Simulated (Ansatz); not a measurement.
# MgHF (SMILES [F][MgH]) at MP2/STO-3G

Aim: the electronic atomisation energy of MgHF at MP2/STO-3G, from 4 runs. 

Program for the calculation: Ansatz 0.2.0.

49 further runs of the same task are left out: 2 that didn't finish, 47 set aside as unsound or not needed.

**1. The molecule**

MgHF: 3 atoms, total charge 0, spin state singlet. As SMILES, `[F][MgH]`. The coordinates come from a PBE0-D4/def2-TZVP relaxation.

Bond lengths: F1–Mg2 1.756 Å, Mg2–H3 1.687 Å. Angles: F1–Mg2–H3 180.0°.

**2. A single-point energy at MP2/STO-3G**

Contents of molecule.yaml:

```yaml
crystal:
  periodic: [false, false, false]
  atoms:
    - symbol: F
      position_ang: [-1.378600, 0.792200, -0.675100]
    - symbol: Mg
      position_ang: [0.014500, -0.032400, 0.004400]
    - symbol: H
      position_ang: [1.353200, -0.824800, 0.657400]
basis:
  gaussian:
    orbitals: STO-3G
correlation:
  method: mp2
  frozen_orbitals: {F: 1, H: 0, Mg: 1}
accuracy: high
```

Launch:

```console
ansatz run molecule.yaml --threads 1 --pin off --max-ram 2610MiB --events-out events.jsonl --progress --plain --runs-dir runs
```

What it wrote:

```text
Warning: RAYON_NUM_THREADS=1 ignored (pool sized by the plan → 1); use --threads N
Functional definition: HF
  name "HF"
  exchange = exact_x
  correlation = 0
242 factors; integrals over basis functions are off by at most 2.7e-7 eV
mean field evaluation 1: about -8044.7650 eV, gradient 2.1e1 eV
mean field evaluation 2: about -8044.7861 eV, gradient 2.1e1 eV
mean field evaluation 4: about -8046.9623 eV, gradient 1.1e0 eV
mean field evaluation 8: about -8046.9670 eV, gradient 5.2e-4 eV
mean field -8046.96699838 eV, -295.7205827604 hartree, gradient 7.7e-9 eV, S^2 0.000000; 0 other end points of the search recorded, 0 dependent functions left out
2 core orbitals not correlated: weight in the atoms' cores, before any rotation towards them, 1.000 or more for the frozen orbitals, at most 0.000 for the correlated occupied ones
reference -8046.96699838 eV, -295.7205827604 hartree; 9, 9 occupied and 4, 4 virtual orbitals, 242 factors
second order -1.41753416 eV of doubles, -0.00000000 eV of singles
Total energy: -8048.38453254 eV, -295.7726761799 hartree
```

Run time: 0.08 s. Hardware: 1 thread of AMD EPYC 9R14 (Zen 4), shared host.

**3. The F atom at the same level**

Contents of input.yaml:

```yaml
crystal:
  periodic: [false, false, false]
  atoms:
    - {symbol: F, position_ang: [0.000000, 0.000000, 0.000000]}
basis:
  gaussian:
    orbitals: STO-3G
magnetization:
  spin_polarized: true
  initial_magnetization: 1
correlation:
  method: mp2
  frozen_orbitals: {F: 1}
accuracy: high
```

Run the same way, it converges to -97.98651 Eh (log not shown).

**4. The H atom: the energy at UHF/STO-3G**

Contents of job.yaml:

```yaml
crystal:
  periodic: [false, false, false]
  atoms:
    - {symbol: H, position_ang: [0.000000, 0.000000, 0.000000]}
basis:
  gaussian:
    orbitals: STO-3G
magnetization:
  spin_polarized: true
  initial_magnetization: 1
hamiltonian:
  xc: hf
accuracy: high
```

Run the same way, it converges to -0.46658 Eh (log not shown).

**5. The Mg atom**

Contents of input.yaml:

```yaml
crystal:
  periodic: [false, false, false]
  atoms:
    - {symbol: Mg, position_ang: [0.000000, 0.000000, 0.000000]}
basis:
  gaussian:
    orbitals: STO-3G
correlation:
  method: mp2
  frozen_orbitals: {Mg: 1}
accuracy: high
```

Run the same way, it converges to -197.04508 Eh (log not shown).

**6. What came out**

Level: MP2/STO-3G, 2 core orbitals frozen.

| quantity | value |
| --- | --- |
| molecule: total energy | -295.77268 Eh |
| molecule: correlation energy (2 core orbitals frozen) | -52.1 mEh |
| F atom: total energy | -97.98651 Eh |
| F atom: correlation energy (1 core orbital frozen) | 0.0 mEh |
| F atom: ⟨S²⟩ of the reference determinant | 0.750 |
| H atom: total energy | -0.46658 Eh |
| H atom: ⟨S²⟩ | 0.750 |
| Mg atom: total energy | -197.04508 Eh |
| Mg atom: correlation energy (1 core orbital frozen) | -37.7 mEh |
| electronic atomisation energy | 7.470 eV |

What this shows: Taking the molecule apart into free atoms costs 7.47 eV (721 kJ/mol), before zero-point energy and without spin-orbit coupling. In a minimal basis such a difference can be off by several eV, whatever the method.
